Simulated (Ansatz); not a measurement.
Task: a ladder of methods at one geometry of C2H7MgN, SMILES C[N](C)[MgH], with the Ansatz DFT code, driven from Python. Give the script and its output. Settings (for the species named): MP2, cc-pVDZ basis, multiplicity 1. The script varies method: mp2, ccsd, ccsd_t.

`c2h7mgn.xyz`
```text
11

C    -0.25540    1.17940   -0.44260
N     0.32310   -0.09320   -0.55030
C     1.07420   -0.36480    0.64100
Mg   -1.13730   -1.48110   -0.60640
H     0.46880    2.01410   -0.39240
H    -0.98920    1.28320    0.41840
H    -0.87250    1.40730   -1.36880
H     0.49240   -0.34240    1.54770
H     1.56840   -1.35580    0.60670
H     1.92500    0.38100    0.79360
H    -2.53200   -2.68490   -0.62630
```

Script `methods_c2h7mgn.py`:
```python
# -*- coding: utf-8 -*-
"""C2H7MgN at several levels of theory."""

import ansatz as az

params = {
    "basis_set": "cc-pVDZ",
}

geometry = az.Crystal.molecule_from_extxyz("c2h7mgn.xyz")

base = geometry.calculation().basis(gaussian=params["basis_set"])

methods = ["mp2", "ccsd", "ccsd_t"]
reports = [base.correlation(m).run(threads=1, pin="off").report for m in methods]
print(f"Hartree-Fock reference {reports[0]['reference_energy_ev'] / 27.211386246:.6f} Ha")
best = reports[-1]["free_energy_ev"] - reports[-1]["reference_energy_ev"]
for method, each in zip(methods, reports):
    gained = each["free_energy_ev"] - each["reference_energy_ev"]
    print(f"{method:8s} total {each['free_energy_ev'] / 27.211386246:.6f} Ha  correlation {gained:9.4f} eV  ({100 * gained / best:.1f} % of the last)")
```

```console
$ python methods_c2h7mgn.py
Hartree-Fock reference -333.823831 Ha
mp2      total -334.333157 Ha  correlation  -13.8595 eV  (89.1 % of the last)
ccsd     total -334.379669 Ha  correlation  -15.1251 eV  (97.2 % of the last)
ccsd_t   total -334.395676 Ha  correlation  -15.5607 eV  (100.0 % of the last)
```

Reading the output:
- Total energies depend on the basis set; only differences at equal settings carry meaning.
- The geometry is a force-field or estimated start, not a minimum of this method, and the basis set is short of its limit. A lower total doesn't mark the better method: functionals have no common bound, and MP2 and coupled cluster aren't variational.
- Inner cores stay frozen; the shell under the valence of alkali and alkaline-earth atoms is correlated with it.
- Hardware and time: 41 s on 1 thread of Arm Neoverse N1, with other jobs on the host, peak memory 0.46 GiB.
